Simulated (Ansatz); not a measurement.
# CSe2 (Cmce) in Ansatz: band structure with r2SCAN

Aim: the band structure of CSe2 with r2SCAN.

Program: Ansatz 0.2.0. These are calculated values, not measurements. Logs are shortened: lines on timing, memory, paths and dates and some standing lists are left out, and cuts for length are marked.

## (1) The crystal as given

The structure is orthorhombic, space group Cmce (No. 64). Conventional cell: a = 7.140 Å, b = 5.990 Å, c = 9.463 Å, α = 90.00°, β = 90.00°, γ = 90.00°. Se (site symmetry m) is surrounded by 1 C at 1.71 Å. C (site symmetry 2/m) has 2 Se at 1.71 Å as nearest neighbours.

The cell comes from a database or a generator and needn't be the stable form of this composition.

## (2) Band structure, r2SCAN

File input.yaml:

```yaml
crystal:
  lattice:
    - [3.569767, -2.99478, 0.0]
    - [3.569767, 2.99478, 0.0]
    - [0.0, 0.0, 9.462652]
  atoms:
    - { symbol: Se, position: [0.212422, 0.787578, 0.879385] }
    - { symbol: Se, position: [0.787578, 0.212422, 0.120615] }
    - { symbol: Se, position: [0.287578, 0.712422, 0.379385] }
    - { symbol: Se, position: [0.712422, 0.287578, 0.620615] }
    - { symbol: C, position: [0.0, 0.0, 0.0] }
    - { symbol: C, position: [0.5, 0.5, 0.5] }
hamiltonian:
  xc: r2scan
  pseudopotentials: { kind: paw }
kpoints:
  mp_grid: { grid: [5, 5, 3] }
  band_path:
    path:
      - [[0.0, 0.0, 0.0], [0.4259503423, -0.4259503423, 0.0], [0.0, -0.5, 0.0], [0.0, -0.5, -0.5], [0.4259503423, -0.4259503423, -0.5], [0.0, 0.0, -0.5], [0.0, 0.0, 0.0], [-0.5, -0.5, 0.0], [-0.4259503423, -0.5740496577, 0.0], [-0.4259503423, -0.5740496577, -0.5], [-0.5, -0.5, -0.5], [-0.5, -0.5, 0.0]]
      - [[0.0, 0.0, -0.5], [-0.5, -0.5, -0.5]]
    npoints: 14
scf:
  occupations: { method: fermi_dirac, width: 0.05 }
  n_extra_bands: 15
output:
  forces: true
  stress: true
  eigenvalues: true
  fatbands: true
  write_density: true
  write_potential: true
  elf: true
  volumetric_format: npy
```

Potentials or basis: Ansatz PAW.

Launch:

```bash
$ ansatz run input.yaml --threads 2 --pin off --max-ram 5632MiB --backend cpu --events-out ev --progress --plain --runs-dir out
```

Output:

```text
Warning: RAYON_NUM_THREADS=2 ignored (pool sized by the plan → 2); use --threads N
scf.n_extra_bands = 15 over 36 filled bands (N_el = 72.0): the run solves 51 bands
Engine: ansatz 0.2.0, x86_64-unknown-linux-gnu
Pseudopotentials: kind: paw
Pseudopotential: Se, paw, valence charge 16, recommended cutoff 500 eV (meta_gga), Se.paw.azcp
Pseudopotential: C, paw, valence charge 4, recommended cutoff 500 eV (meta_gga), C.paw.azcp
Functional definition: r2SCAN
  parameter k0 = 0.174
  parameter k1 = 0.065
  parameter a1 = 4.9479
  exchange = r2scan_x(k0 = k0, k1 = k1, a1 = a1)
  correlation = r2scan_c
Crystal: 6 atoms, lattice volume = 202.324 Å³
Basis set: ecut = 500 eV, 5157 PW (Γ), exchange–correlation on 144×144×288 points (64 copies of the dense FFT grid, shifted against one another)
Bands: 51, of which v1, the nominal top of the filled ones, is band 36 counted from 1 (35 counted from 0)
Symmetry: 8 space group operations
Space group: Cmce (ITA 64), of the structure as read, at distance tolerance 5.9e-5 Å
k-points: 18 of 75
Non-local potential: Se, projectors of the file, l = 0: 2, l = 1: 2, l = 2: 3, l = 3: 1
Non-local potential: C, projectors of the file, l = 0: 2, l = 1: 2, l = 2: 1
PAW form: soft (Blöchl's): semilocal exchange-correlation on the pseudo side does not see the compensation charge
PAW frozen core: Se, regenerated for the run's functional (the file was generated under x = pbe(κ = 0.804, μ = 0.2195149727645171), c = pbe(β = 0.06672455060314922))
PAW frozen core: C, regenerated for the run's functional (the file was generated under x = pbe(κ = 0.804, μ = 0.2195149727645171), c = pbe(β = 0.06672455060314922))
PAW one-centre angular grid: Se, 590 points (default); XC on 160 Gauss nodes
PAW one-centre angular grid: C, 302 points (default); XC on 239 of its mesh's 2573 points in the sphere
Initial density: superposition of atomic densities (neutral atoms: chi_scale 0, normalization atom), corrected by the library's trained network
Initial wavefunctions: pseudopotential atomic-orbital guess
Functional: x = r2scan, c = r2scan; τ floored in thin density (d = 2e-4 eV/Å³)
SCF iter   1: F=—  HF=-22411.874883 eV  |F-HF|=—  |Δ(HF+E_count)|=         —  Δρ=8.99e-3  dr2=2.76e-1  dr2_τ=1.15e-1  ethr=1.77e-3  ⟨swp⟩=5.9  Hψ=3667  notcnv=0  defer=54
preconditioner: auto → Resta (q_TF=auto, 2.297 Å⁻¹)  ε∞=2.3  [insulator: Δε(μ)=2.728 eV  Ē_g=12.774 eV  σ=0.050 eV  W_gap=1.00  n_scr=42 (ndim 8)  ℏωp=14.8 eV  f_vac=0.257  D(μ)=0.00/eV (n_scr^D=0)  ε∞_Penn≈2.3]
SCF iter   2: F=—  HF=-22411.855421 eV  |F-HF|=—  |Δ(HF+E_count)|=   1.95e-2  Δρ=4.06e-3  dr2=5.59e-2  dr2_τ=1.58e-2  ethr=3.84e-4  ⟨swp⟩=3.0  Hψ=1412  notcnv=0  defer=186
SCF iter   3: F=—  HF=-22411.846261 eV  |F-HF|=—  |Δ(HF+E_count)|=   9.16e-3  Δρ=1.26e-3  dr2=1.43e-3  dr2_τ=3.46e-5  ethr=7.77e-5  ⟨swp⟩=2.0  Hψ=1100  notcnv=0  defer=186
SCF iter   4: F=—  HF=-22411.848352 eV  |F-HF|=—  |Δ(HF+E_count)|=   2.09e-3  Δρ=2.16e-4  dr2=7.70e-5  dr2_τ=3.15e-6  ethr=1.99e-6  ⟨swp⟩=3.0  Hψ=1553  notcnv=0  defer=186
SCF iter   5: F=—  HF=-22411.848382 eV  |F-HF|=—  |Δ(HF+E_count)|=   3.04e-5  Δρ=9.00e-5  dr2=1.29e-5  dr2_τ=1.64e-7  ethr=1.07e-7  ⟨swp⟩=2.0  Hψ=1380  notcnv=0  defer=186
SCF iter   6: F=—  HF=-22411.848386 eV  |F-HF|=—  |Δ(HF+E_count)|=   3.62e-6  Δρ=1.88e-5  dr2=7.80e-7  dr2_τ=4.41e-8  ethr=1.79e-8  ⟨swp⟩=2.0  Hψ=1020  notcnv=0  defer=186
SCF iter   7: F=-22411.848386 eV  HF=-22411.848386 eV  |F-HF|=1.01e-7  |Δ(HF+E_count)|=   1.72e-7  Δρ=5.65e-6  dr2=6.68e-8  dr2_τ=1.42e-9  ethr=1.39e-10  ⟨swp⟩=15.8  Hψ=8438  notcnv=0
SCF 1 converged in 7 iterations: F = -22411.848386 eV  dr2 = 6.68e-8
NSCF: frozen V_eff on 170 k-points
SCF converged after 7 iterations
Free energy (F): -22411.848386 eV
Harris-Foulkes:  -22411.848386 eV  (|F-HF|=1.01e-7)
Internal energy: -22411.848386 eV  (E = F + TS)
E sigma→0 (E₀):  -22411.848386 eV
Fermi energy:    2.468175 eV
--- Per-component energies (eV) ---
  E_band       = -2015.731756
  E_kinetic    = 633.025522
  E_local      = -12490.968293  (includes V_loc(G=0)·N_el)
  E_nonlocal   = -2323.539207
  E_hartree    = 5932.396580
  E_xc         = -477.561910
  E_vxc        = -542.096016  (∫ρ·V_xc dr)
  E_paw        = -7902.002112  (= ΣΔE_a)
  E_vpaw       = 813.158828  (= ΣTr[D̂ρ^β])
  E_aug_tail   = -0.000854  (compensation charges beyond the density's cutoff)
  E_vtau       = 29.901463  (kinetic-family band-sum trace: ∫τ·v_τ [+ j·A + Jᵃ·Aᵃ] dr)
  E_ewald      = -5776.089484
  E_core_change = -7.108628  (= ΣΔE_core)
  E_smearing   = -0.000000  (= −TS)
  E_closure    = -0.000000  (closes the sum)
  Σ components = -22411.848386   (vs F -22411.848386, Δ=0.00e0)
--- Forces (eV/Å), atoms counted from 1 ---
  atom   1  Se     0.00000000     0.48378387     0.42309373
  atom   2  Se     0.00000000    -0.48378387    -0.42309373
  atom   3  Se     0.00000000    -0.48378387     0.42309373
  atom   4  Se     0.00000000     0.48378387    -0.42309373
  atom   5  C      0.00000000     0.00000000     0.00000000
  atom   6  C      0.00000000     0.00000000     0.00000000
  max |Σ_I F_I| component: 5.55e-17 eV/Å
--- Stress (GPa, compression-positive) ---
       -0.246097       0.000000       0.000000
        0.000000      -2.085787       0.000000
        0.000000       0.000000      -1.805446
  P = ⅓ Tr σ = -1.3791 GPa (-13.791 kbar)
--- Band table (eV; the first three rows and the last of 18) ---
  k-point 0: bands = ["-46.6971", "-46.6969", "-46.6960", "-46.6958", "-46.6105", "-46.6105", "-46.6095", "-46.6094", "-46.6073", "-46.6073", "-46.6062", "-46.6062", "-46.4869", "-46.4869", "-46.4868", "-46.4868", "-46.4868", "-46.4868", "-46.4867", "-46.4867", "-14.3145", "-14.2046", "-12.2106", "-12.0366", "-6.3092", "-6.0157", "-3.4847", "-2.9865", "-1.6310", "-1.5097", "-1.3948", "-1.3418", "0.1769", "0.4261", "0.4767", "0.8221", "3.8017", "4.0506", "4.3455", "4.7960", "6.0052", "6.7188", "8.2991", "8.6792", "9.3796", "9.7078", "9.7140", "9.8814", "10.8291", "11.3116", "11.6130"]
  k-point 1: bands = ["-46.6971", "-46.6970", "-46.6959", "-46.6958", "-46.6105", "-46.6105", "-46.6094", "-46.6094", "-46.6073", "-46.6073", "-46.6062", "-46.6062", "-46.4869", "-46.4869", "-46.4868", "-46.4868", "-46.4868", "-46.4868", "-46.4867", "-46.4867", "-14.2885", "-14.2337", "-12.1656", "-12.0787", "-6.2465", "-6.1014", "-3.3199", "-3.0655", "-1.6597", "-1.6110", "-1.3825", "-1.3561", "0.2579", "0.3899", "0.5570", "0.7287", "3.9416", "4.1969", "4.2122", "4.5796", "6.5012", "6.9744", "7.7524", "7.7965", "9.8214", "9.8930", "10.0575", "10.1221", "10.6658", "10.9862", "11.6224"]
  k-point 2: bands = ["-46.6971", "-46.6970", "-46.6959", "-46.6958", "-46.6105", "-46.6105", "-46.6094", "-46.6094", "-46.6073", "-46.6073", "-46.6062", "-46.6062", "-46.4869", "-46.4869", "-46.4868", "-46.4868", "-46.4868", "-46.4868", "-46.4867", "-46.4867", "-14.2790", "-14.1889", "-12.2099", "-12.0715", "-6.2869", "-6.0313", "-3.4115", "-3.0740", "-1.8430", "-1.7532", "-1.4866", "-1.4647", "0.4305", "0.5578", "0.5975", "0.8047", "3.9099", "3.9892", "4.3268", "4.5486", "6.6290", "6.8298", "7.9162", "8.3284", "9.4812", "9.7553", "9.9868", "10.5801", "10.6514", "10.7764", "11.4277"]
  k-point 17: bands = ["-46.6971", "-46.6970", "-46.6959", "-46.6958", "-46.6105", "-46.6105", "-46.6094", "-46.6094", "-46.6073", "-46.6073", "-46.6062", "-46.6062", "-46.4869", "-46.4869", "-46.4868", "-46.4868", "-46.4868", "-46.4868", "-46.4867", "-46.4867", "-14.1621", "-14.1373", "-12.1714", "-12.1471", "-6.2133", "-6.2052", "-3.2292", "-3.1664", "-2.3488", "-2.1820", "-1.9275", "-1.8319", "0.3695", "0.4794", "0.6116", "0.9224", "4.1415", "4.2160", "4.5668", "4.6592", "6.5066", "6.8534", "8.3415", "8.9102", "9.8498", "10.0299", "10.2718", "10.7355", "10.8025", "11.4699", "11.8358"]
```

bands.tsv:

```text
# k_distance	band_0	band_1	band_2	band_3	band_4	band_5	band_6	band_7	band_8	band_9	band_10	band_11	band_12	band_13	band_14	band_15	band_16	band_17	band_18	band_19	band_20	band_21	band_22	band_23	band_24	band_25	band_26	band_27	band_28	band_29	band_30	band_31	band_32	band_33	band_34	band_35	band_36	band_37	band_38	band_39	band_40	band_41	band_42	band_43	band_44	band_45	band_46	band_47	band_48	band_49	band_50
[... 191 lines left out ...]
6.334887	-49.165228	-49.165228	-49.164048	-49.164048	-49.078677	-49.078677	-49.077594	-49.077594	-49.075466	-49.075466	-49.074380	-49.074380	-48.955065	-48.955065	-48.954986	-48.954986	-48.954926	-48.954926	-48.954893	-48.954893	-16.613821	-16.613821	-14.615591	-14.615591	-8.708165	-8.708165	-5.606406	-5.606406	-4.818158	-4.818158	-4.323882	-4.323882	-2.185708	-2.185708	-1.768262	-1.768262	2.006089	2.006089	2.036206	2.036206	4.418786	4.418786	5.636433	5.636433	7.562226	7.562226	8.153965	8.153965	9.227462	9.227462	9.490306
```

It took 74 s on 2 threads of Intel Xeon at 2.70GHz, shared host; peak memory 1.5 GiB.

What came out:

```
Free energy             : -22411.8484 eV
Pressure                : -1.4 GPa
Largest force           : 0.643 eV/Å
Band gap on the k mesh  : 2.64 eV, indirect (least direct gap 2.71 eV)
Band gap along the path : 2.59 eV, indirect (least direct gap 2.71 eV)
```

Forces in eV/Å, atoms in the order of the input:
```
Se   0.000  0.484  0.423
Se   0.000 -0.484 -0.423
Se   0.000 -0.484  0.423
Se   0.000  0.484 -0.423
C    0.000  0.000  0.000
C    0.000  0.000  0.000
```

Levels at the corners of the path, in eV from the valence-band top:
| point | band 32 | band 33 | band 34 | band 35 | band 36 | band 37 | band 38 | band 39 | band 40 | band 41 |
| --- | --- | --- | --- | --- | --- | --- | --- | --- | --- | --- |
| Γ | -2.55 | -1.03 | -0.78 | -0.73 | -0.39 | 2.59 | 2.84 | 3.14 | 3.59 | 4.80 |
| X | -2.97 | -1.06 | -0.96 | -0.51 | -0.03 | 2.69 | 2.77 | 3.65 | 3.68 | 5.29 |
| S | -2.78 | -0.64 | -0.64 | -0.26 | -0.26 | 2.77 | 2.77 | 3.10 | 3.10 | 5.67 |
| R | -2.76 | -0.74 | -0.74 | -0.21 | -0.21 | 2.72 | 2.72 | 3.20 | 3.20 | 5.51 |
| A | -3.08 | -0.81 | -0.81 | -0.51 | -0.51 | 3.22 | 3.22 | 3.25 | 3.25 | 5.51 |
| Z | -2.58 | -0.88 | -0.88 | -0.57 | -0.57 | 2.87 | 2.87 | 3.17 | 3.17 | 5.75 |
| Γ | -2.55 | -1.03 | -0.78 | -0.73 | -0.39 | 2.59 | 2.84 | 3.14 | 3.59 | 4.80 |
| Y | -2.92 | -1.22 | -0.98 | -0.60 | 0.00 | 2.72 | 2.79 | 3.69 | 3.82 | 5.24 |
| X1 | -2.97 | -1.06 | -0.96 | -0.51 | -0.03 | 2.69 | 2.77 | 3.65 | 3.68 | 5.29 |
| A1 | -3.08 | -0.81 | -0.81 | -0.51 | -0.51 | 3.22 | 3.22 | 3.25 | 3.25 | 5.51 |
| T | -3.06 | -0.93 | -0.93 | -0.51 | -0.51 | 3.27 | 3.27 | 3.30 | 3.30 | 5.68 |
| Y | -2.92 | -1.22 | -0.98 | -0.60 | 0.00 | 2.72 | 2.79 | 3.69 | 3.82 | 5.24 |
| Z | -2.58 | -0.88 | -0.88 | -0.57 | -0.57 | 2.87 | 2.87 | 3.17 | 3.17 | 5.75 |
| T | -3.06 | -0.93 | -0.93 | -0.51 | -0.51 | 3.27 | 3.27 | 3.30 | 3.30 | 5.68 |

Caveat: the PAW data sets come from PBE, with cores solved anew for the run's functional, which leaves a small shift of forces and pressure. r2SCAN opens gaps a little over a GGA but as a rule still falls short of measured ones.
